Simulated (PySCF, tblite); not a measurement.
# C13H7NS3: electronic excitations, NMR shifts

What do calculations give for the electronic excitations, NMR shifts of C13H7NS3 (`c1cc(-c2csc3c2sc2ccsc23)ccn1`)?

Programs: tblite 0.8.0 and PySCF 2.14.0, with routines of our own; each step states its level. All values are computed. Atoms count from 0.

## 1. The system as given

24 atoms, charge 0, multiplicity 1; geometry from: force field, distance geometry or constructed start.

## 2. Geometry optimisation with GFN2-xTB

Job settings and geometry (Å):

```
{"job": {"kind": "relax", "xc": "GFN2-xTB", "basis": "xTB"}, "charge": 0, "multiplicity": 1}
C      4.129900     1.138700    -0.403200
C      2.869600     1.323000     0.155900
C      1.980500     0.248400     0.146500
C      0.652900     0.393500     0.718200
C      0.391200     0.946400     1.971000
S     -1.289900     0.984600     2.399400
C     -1.630800     0.259600     0.915900
C     -0.559600    -0.016400     0.109400
S     -1.241900    -0.740800    -1.309900
C     -2.896400    -0.664600    -0.806200
C     -4.224900    -0.974300    -1.204000
C     -5.110300    -0.596600    -0.203900
S     -4.367900     0.123100     1.194200
C     -2.869800    -0.087900     0.429000
C      2.374400    -0.947900    -0.435700
C      3.649200    -1.033300    -0.966300
N      4.534900    -0.011900    -0.966700
H      4.852500     1.942900    -0.416300
H      2.609000     2.283100     0.593800
H      1.108900     1.342500     2.681500
H     -4.514700    -1.430000    -2.135700
H     -6.185300    -0.699100    -0.212300
H      1.729100    -1.815300    -0.461000
H      4.002100    -1.955700    -1.434800
```

On the command line:

```console
OMP_NUM_THREADS=1 python large_run.py task.json out
```

The driver reads the jobs from task.json and runs them one after another.

Standard output:

```text
step      E/eV     max force
  0   -1198.02132    2.567
  1   -1198.21905    1.141
  2   -1198.31072    0.638
  3   -1198.34866    0.604
  4   -1198.38284    0.810
  5   -1198.41918    0.704
  6   -1198.45737    0.485
  7   -1198.49798    0.471
  8   -1198.53801    0.427
  9   -1198.56835    0.380
 10   -1198.58535    0.254
 11   -1198.59374    0.221
 12   -1198.59873    0.171
 13   -1198.60308    0.168
 14   -1198.60729    0.144
 15   -1198.61096    0.130
 16   -1198.61418    0.123
 17   -1198.61736    0.169
 18   -1198.62042    0.170
 19   -1198.62281    0.100
 20   -1198.62460    0.081
 21   -1198.62621    0.113
 22   -1198.62786    0.123
 23   -1198.62940    0.085
 24   -1198.63078    0.085
 25   -1198.63212    0.085
 26   -1198.63347    0.097
 27   -1198.63459    0.075
 28   -1198.63539    0.075
 29   -1198.63613    0.072
 30   -1198.63712    0.091
 31   -1198.63854    0.120
 32   -1198.64029    0.121
 33   -1198.64206    0.103
 34   -1198.64368    0.098
 35   -1198.64534    0.104
 36   -1198.64741    0.110
 37   -1198.65015    0.126
 38   -1198.65319    0.138
 39   -1198.65579    0.139
 40   -1198.65781    0.110
 41   -1198.65943    0.087
 42   -1198.66091    0.084
 43   -1198.66228    0.101
 44   -1198.66333    0.090
 45   -1198.66411    0.060
 46   -1198.66482    0.058
 47   -1198.66550    0.056
 48   -1198.66602    0.058
 49   -1198.66637    0.040
 50   -1198.66670    0.042
 51   -1198.66710    0.049
 52   -1198.66753    0.043
 53   -1198.66788    0.038
 54   -1198.66814    0.041
 55   -1198.66841    0.048
 56   -1198.66873    0.049
 57   -1198.66909    0.038
 58   -1198.66940    0.035
 59   -1198.66967    0.045
 60   -1198.66993    0.049
 61   -1198.67017    0.036
 62   -1198.67039    0.031
 63   -1198.67060    0.032
 64   -1198.67082    0.044
 65   -1198.67102    0.037
 66   -1198.67119    0.024
 67   -1198.67130    0.021
 68   -1198.67141    0.026
 69   -1198.67152    0.030
 70   -1198.67164    0.024
 71   -1198.67176    0.026
 72   -1198.67187    0.025
 73   -1198.67199    0.032
 74   -1198.67216    0.035
 75   -1198.67237    0.032
 76   -1198.67263    0.036
 77   -1198.67293    0.038
 78   -1198.67324    0.047
 79   -1198.67357    0.042
 80   -1198.67392    0.040
 81   -1198.67422    0.038
 82   -1198.67445    0.034
 83   -1198.67462    0.034
 84   -1198.67478    0.028
 85   -1198.67493    0.022
 86   -1198.67507    0.023
 87   -1198.67519    0.027
 88   -1198.67531    0.028
 89   -1198.67546    0.026
 90   -1198.67564    0.035
 91   -1198.67587    0.034
 92   -1198.67611    0.033
 93   -1198.67635    0.040
 94   -1198.67661    0.047
 95   -1198.67693    0.046
 96   -1198.67726    0.037
 97   -1198.67757    0.035
 98   -1198.67781    0.039
 99   -1198.67802    0.036
100   -1198.67822    0.030
101   -1198.67845    0.035
102   -1198.67871    0.035
103   -1198.67892    0.028
104   -1198.67904    0.025
105   -1198.67911    0.019
```

Wall time 3.1 s (1 thread of Arm Neoverse N1, shared host); peak memory 0.18 GiB.

The steps of the relaxation:

```
step  energy from step 0 (eV)  largest force (eV/Å)
   0                   0.0000                2.5670
   1                  -0.1977                1.1407
   2                  -0.2894                0.6378
   3                  -0.3273                0.6044
   4                  -0.3615                0.8099
   5                  -0.3979                0.7038
   6                  -0.4361                0.4849
   7                  -0.4767                0.4702
   8                  -0.5167                0.4275
  16                  -0.5929                0.1227
  24                  -0.6095                0.0845
  33                  -0.6207                0.1034
  41                  -0.6381                0.0874
  50                  -0.6454                0.0419
  58                  -0.6481                0.0351
  67                  -0.6500                0.0210
  75                  -0.6510                0.0316
  84                  -0.6535                0.0282
  92                  -0.6548                0.0324
 101                  -0.6571                0.0355
 102                  -0.6574                0.0347
 103                  -0.6576                0.0278
 104                  -0.6577                0.0247
 105                  -0.6578                0.0194
```

Distances of close pairs at the start and the end, largest changes first:

```
   bond  before (Å)  after (Å)  change (Å)
  S5–C6       1.686      1.726      +0.040
C10–C11       1.388      1.358      -0.030
C15–N16       1.352      1.322      -0.030
 C6–C13       1.376      1.406      +0.030
S12–C13       1.695      1.725      +0.030
 C9–C13       1.363      1.391      +0.027
  C3–C4       1.394      1.369      -0.026
  C6–C7       1.369      1.390      +0.021
```

The final coordinates are the input of the step that follows.

## 3. Electronic excitations: TDA CAM-B3LYP/6-31G*

Job settings and geometry (Å):

```
{"job": {"kind": "uv", "basis": "6-31G*", "grid": 1, "kgrid": 0, "vcut": null, "nstates": 8, "ntriplets": 3, "tda": true, "delta": ["ip_vertical"], "pop": true, "xc": "CAM-B3LYP"}, "charge": 0, "multiplicity": 1}
C      4.168292     0.955106    -0.320008
C      2.967219     1.199749     0.321659
C      1.921587     0.288504     0.165220
C      0.630278     0.502767     0.810827
C      0.454001     1.194278     1.978603
S     -1.185525     1.311551     2.501779
C     -1.699603     0.418711     1.117284
C     -0.622523     0.045345     0.321498
S     -1.117486    -0.837661    -1.095561
C     -2.781086    -0.698368    -0.606743
C     -4.001527    -1.133221    -1.160684
C     -5.050863    -0.764143    -0.382256
S     -4.593162     0.114724     1.037842
C     -2.931737    -0.005912     0.590130
C      2.158734    -0.828673    -0.634757
C      3.402738    -0.973140    -1.225256
N      4.389432    -0.105672    -1.078691
H      4.997971     1.644622    -0.226662
H      2.836509     2.089351     0.916942
H      1.214969     1.634141     2.592114
H     -4.089204    -1.684637    -2.078257
H     -6.092637    -0.951500    -0.550236
H      1.394913    -1.574949    -0.785331
H      3.621669    -1.829118    -1.850638
```

Method: TDA CAM-B3LYP/6-31G*, vertical, gas phase, core orbitals frozen in the response.

Standard output:

```text
start: PBE on a coarse grid of 23340 points
cycle   1  E = -1747.7517767993  dE =  3.302e+00  |g| = 6.866e-01  |ddm| = 6.245e+00
cycle   2  E = -1747.4864430167  dE =  2.653e-01  |g| = 1.176e+00  |ddm| = 2.403e+00
cycle   3  E = -1747.8614323253  dE = -3.750e-01  |g| = 2.782e-01  |ddm| = 1.855e+00
cycle   4  E = -1747.8813721484  dE = -1.994e-02  |g| = 1.132e-01  |ddm| = 4.754e-01
cycle   5  E = -1747.8847438044  dE = -3.372e-03  |g| = 3.893e-02  |ddm| = 1.826e-01
cycle   6  E = -1747.8851200848  dE = -3.763e-04  |g| = 1.544e-02  |ddm| = 6.172e-02
cycle   7  E = -1747.8851730872  dE = -5.300e-05  |g| = 7.201e-03  |ddm| = 2.508e-02
final grid: 101194 points
cycle   8  E = -1748.5441676236  dE = -1.173e-02  |g| = 4.155e-02  |ddm| = 4.936e-01
cycle   9  E = -1748.5446063067  dE = -4.387e-04  |g| = 3.739e-02  |ddm| = 1.156e-01
cycle  10  E = -1748.5449555039  dE = -3.492e-04  |g| = 1.026e-02  |ddm| = 5.009e-02
cycle  11  E = -1748.5449895897  dE = -3.409e-05  |g| = 5.488e-03  |ddm| = 2.003e-02
cycle  12  E = -1748.5449976232  dE = -8.033e-06  |g| = 1.130e-03  |ddm| = 7.659e-03
cycle  13  E = -1748.5449981111  dE = -4.879e-07  |g| = 5.087e-04  |ddm| = 2.469e-03
cycle  14  E = -1748.5450003586  dE = -2.248e-06  |g| = 2.046e-04  |ddm| = 1.121e-03
cycle  15  E = -1748.5450008027  dE = -4.441e-07  |g| = 7.026e-05  |ddm| = 3.945e-04
converged SCF energy = -1748.5450008027
Vertical ionisation energy (delta-SCF) = 7.4942 eV   <S^2> = 0.789

Static polarisability (au): isotropic 183.065, principal 77.355 196.536 275.304

Singlet excitations
state   eV       nm        f      main configurations
  1   4.6692    265.5   0.39801   H->L 0.86
  2   4.9207    252.0   0.12183   H-1->L 0.70, H->L+1 0.19
  3   5.0224    246.9   0.08234   H-3->L+1 0.40, H-3->L 0.34, H->L+1 0.09
  4   5.1665    240.0   0.37891   H->L+1 0.49, H-1->L 0.13, H->L+3 0.08
  5   5.3756    230.6   0.06275   H->L+3 0.62, H->L+2 0.14
  6   5.4207    228.7   0.00360   H->L+3 0.19, H-3->L+2 0.17, H->L+2 0.15
  7   5.4777    226.3   0.01752   H-1->L+1 0.41, H-2->L 0.24
  8   5.4887    225.9   0.00839   H-3->L+2 0.61

Triplet excitations (Tamm-Dancoff, eV): 2.8630 3.6554 3.9246
```

It took 2.7 min on 1 thread of Arm Neoverse N1, shared host; peak memory 0.63 GiB.

The orbitals next to the gap, with their largest atomic shares:

```
orbital     eV                        atoms
 HOMO−4  -8.71  C1 27 %, C15 24 %, C14 23 %
 HOMO−3  -8.59    N16 65 %, C0 7 %, C15 7 %
 HOMO−2  -8.46  S12 16 %, C7 10 %, N16 10 %
 HOMO−1  -7.54   S8 32 %, S5 17 %, S12 16 %
   HOMO  -7.05   C4 20 %, C11 17 %, C9 13 %
   LUMO  -0.27    C4 24 %, S5 10 %, C11 9 %
 LUMO+1   0.40   C2 16 %, N16 13 %, C7 11 %
 LUMO+2   0.95   C15 22 %, C0 22 %, C1 20 %
 LUMO+3   1.41    S5 33 %, S12 26 %, C6 9 %
```

With each of the 8 states as a Gaussian band of 0.4 eV half-width at 1/e, the curve within the window shown has maxima at 249 nm (ε 30,000) L/(mol cm). Beyond the last state computed it falls off for lack of states. The curve at chosen wavelengths:

```tsv
nm	ε (L/mol/cm)
214	3019
218	5599
221	8225
225	12492
228	16023
232	20688
236	24757
239	27156
243	29333
246	30209
250	30476
254	29863
257	28905
261	27045
264	25266
268	22480
272	19378
275	16964
279	13795
282	11556
286	8867
290	6592
293	5174
297	3654
300	2765
304	1865
```

Ground-state properties from the same run:

```
           property  computed
  dipole moment (D)      2.27
polarisability (Å³)     27.13
 HOMO–LUMO gap (eV)      6.78
      −ε(HOMO) (eV)      7.05
```

## 4. NMR shifts: GIAO PBE/pcSseg-1

The job, as its differences from that of step 3:

```diff
@@ -1,2 +1,2 @@
-{"job": {"kind": "uv", "basis": "6-31G*", "grid": 1, "kgrid": 0, "vcut": null, "nstates": 8, "ntriplets": 3, "tda": true, "delta": ["ip_vertical"], "pop": true, "xc": "CAM-B3LYP"}, "charge": 0, "multiplicity": 1}
+{"job": {"kind": "nmr", "basis": "pcSseg-1", "pop": false, "xc": "PBE"}, "charge": 0, "multiplicity": 1}
 C      4.168292     0.955106    -0.320008
```

Level: GIAO PBE/pcSseg-1 NMR shielding, non-relativistic, gas phase.

Standard output:

```text
start: PBE on a coarse grid of 23340 points
cycle   1  E = -1747.3482780559  dE =  3.260e+00  |g| = 6.857e-01  |ddm| = 6.200e+00
cycle   2  E = -1747.0641620274  dE =  2.841e-01  |g| = 1.216e+00  |ddm| = 2.551e+00
cycle   3  E = -1747.4515683938  dE = -3.874e-01  |g| = 2.762e-01  |ddm| = 1.962e+00
cycle   4  E = -1747.4701579054  dE = -1.859e-02  |g| = 1.165e-01  |ddm| = 4.842e-01
cycle   5  E = -1747.4736138788  dE = -3.456e-03  |g| = 4.071e-02  |ddm| = 1.876e-01
cycle   6  E = -1747.4740067325  dE = -3.929e-04  |g| = 1.517e-02  |ddm| = 6.731e-02
cycle   7  E = -1747.4740565025  dE = -4.977e-05  |g| = 6.729e-03  |ddm| = 2.434e-02
final grid: 210110 points
cycle   8  E = -1747.6193599193  dE =  4.708e-05  |g| = 2.735e-02  |ddm| = 1.105e-01
cycle   9  E = -1747.6183669106  dE =  9.930e-04  |g| = 6.617e-02  |ddm| = 1.152e-01
cycle  10  E = -1747.6195283732  dE = -1.161e-03  |g| = 1.064e-02  |ddm| = 9.096e-02
cycle  11  E = -1747.6195568813  dE = -2.851e-05  |g| = 2.173e-03  |ddm| = 1.460e-02
cycle  12  E = -1747.6195610354  dE = -4.154e-06  |g| = 6.294e-04  |ddm| = 3.484e-03
cycle  13  E = -1747.6195601995  dE =  8.359e-07  |g| = 2.290e-04  |ddm| = 9.810e-04
cycle  14  E = -1747.6195587575  dE =  1.442e-06  |g| = 9.056e-05  |ddm| = 4.228e-04
converged SCF energy = -1747.6195587575

GIAO shielding tensors (ppm)
atom      isotropic    diamagn.    paramagn.     s11        s22        s33       span
  0 C       28.562     249.784    -221.223    -76.870     25.446    137.109    213.979
  1 C       58.703     250.050    -191.346    -41.826     56.536    161.399    203.225
  2 C       39.206     255.926    -216.720    -56.697      7.096    167.218    223.915
  3 C       44.956     248.863    -203.907    -22.263     27.652    129.478    151.741
  4 C       56.264     257.748    -201.484    -14.077     60.683    122.186    136.262
  5 S      301.926    1056.850    -754.923    148.316    324.092    433.370    285.054
  6 C       46.790     264.810    -218.020      0.939     30.704    108.726    107.787
  7 C       38.518     263.704    -225.186     -5.327     36.266     84.616     89.943
  8 S      329.882    1059.672    -729.791    179.949    368.335    441.360    261.411
  9 C       36.515     262.806    -226.292     -5.563     28.993     86.113     91.677
 10 C       60.515     245.944    -185.429    -13.674     45.690    149.529    163.204
 11 C       52.707     267.687    -214.980    -25.417     59.642    123.896    149.312
 12 S      306.056    1056.907    -750.851    168.545    325.421    424.203    255.658
 13 C       47.331     262.695    -215.364      0.983     29.756    111.253    110.271
 14 C       60.066     255.028    -194.962    -38.129     51.715    166.614    204.743
 15 C       28.369     250.566    -222.197    -77.207     24.613    137.701    214.908
 16 N      -89.518     334.874    -424.392   -407.935   -161.364    300.745    708.680
 17 H       22.598      26.279      -3.682     18.420     22.069     27.304      8.883
 18 H       24.184      34.271     -10.087     19.771     22.318     30.461     10.690
 19 H       24.281      33.809      -9.528     19.197     26.034     27.612      8.415
 20 H       24.358      30.823      -6.465     20.030     26.286     26.757      6.728
 21 H       24.542      29.045      -4.503     20.762     24.941     27.924      7.162
 22 H       23.794      35.256     -11.462     17.131     23.245     31.007     13.875
 23 H       22.556      28.801      -6.245     18.265     21.733     27.668      9.403
```

Wall time 39 s (1 thread of Arm Neoverse N1, shared host); peak memory 0.6 GiB.

The references, computed at this level on geometries of the same kind, shield at (ppm): ¹H TMS 31.64, ¹³C TMS 182.6, ¹⁵N NH3 267.3. Their shielding less the atom's gives the shift. The references are single molecules in the gas phase, so shifts against H2O, NH3, PH3, H3PO4 or CFCl3 are not on the usual liquid scales and can be off by tens of ppm. Atoms listed in one row are averaged.

```
   atoms                                         environment  σ (ppm)  δ (ppm)
 C0, C15                 aromatic CH next to a ring nitrogen     28.5    154.2
      C9                         ring-fusion aromatic carbon     36.5    146.1
      C7                         ring-fusion aromatic carbon     38.5    144.1
      C2                         substituted aromatic carbon     39.2    143.4
      C3                         substituted aromatic carbon     45.0    137.7
      C6                         ring-fusion aromatic carbon     46.8    135.8
     C13                         ring-fusion aromatic carbon     47.3    135.3
     C11                 aromatic CH next to the ring sulfur     52.7    129.9
      C4                 aromatic CH next to the ring sulfur     56.3    126.4
 C1, C14                                         aromatic CH     59.4    123.2
     C10                                         aromatic CH     60.5    122.1
H17, H23  hydrogen on an aromatic CH next to a ring nitrogen    22.58     9.06
H18, H22                          hydrogen on an aromatic CH    23.99     7.65
     H19  hydrogen on an aromatic CH next to the ring sulfur    24.28     7.36
     H20                          hydrogen on an aromatic CH    24.36     7.28
     H21  hydrogen on an aromatic CH next to the ring sulfur    24.54     7.10
      S5                                aromatic ring sulfur      302        –
     S12                                aromatic ring sulfur      306        –
      S8                                aromatic ring sulfur      330        –
     N16                         pyridine-type ring nitrogen    -89.5    356.9
```

Ring of atoms C0, C1, C2, C14, C15, N16: NICS(0) -6.2, NICS(1) -10.0, NICS(1)zz -24.3 ppm (means of both faces).

Ring of atoms C3, C4, S5, C6, C7: NICS(0) -9.8, NICS(1) -8.7, NICS(1)zz -18.0 ppm (means of both faces).

Ring of atoms C6, C7, S8, C9, C13: NICS(0) -9.1, NICS(1) -8.3, NICS(1)zz -16.3 ppm (means of both faces).

## 5. Results

```
                                                              quantity                                                                            value
                                     lowest singlet (CAM-B3LYP/6-31G*)                                                      4.67 eV (266 nm), f = 0.398
                                                        lowest triplet                                                                          2.86 eV
¹³C shifts against TMS (PBE/pcSseg-1, means over atoms taken as alike)  154.2, 146.1, 144.1, 143.4, 137.7, 135.8, 135.3, 129.9, 126.4, 123.2, 122.1 ppm
 ¹H shifts against TMS (PBE/pcSseg-1, means over atoms taken as alike)                                                 9.06, 7.65, 7.36, 7.28, 7.10 ppm
                                 ¹⁵N shifts against NH3 (PBE/pcSseg-1)                                                                        356.9 ppm
                                        shieldings of S (PBE/pcSseg-1)                                                S5 301.9, S12 306.1, S8 329.9 ppm
```

**Reading.** The first singlet state (HOMO→LUMO 0.86) lies at 4.67 eV and is bright. The lowest triplet lies 1.81 eV below the lowest singlet. At PBE/pcSseg-1: The largest span, 709 ppm, is at N16, where the paramagnetic term is -424 ppm. NICS(1)zz of -24 ppm above the planar ring from C0 marks a diatropic (aromatic) ring current. NICS(1)zz of -18 ppm above the planar ring from C3 marks a diatropic (aromatic) ring current. NICS(1)zz of -16 ppm above the planar ring from C6 marks a diatropic (aromatic) ring current.
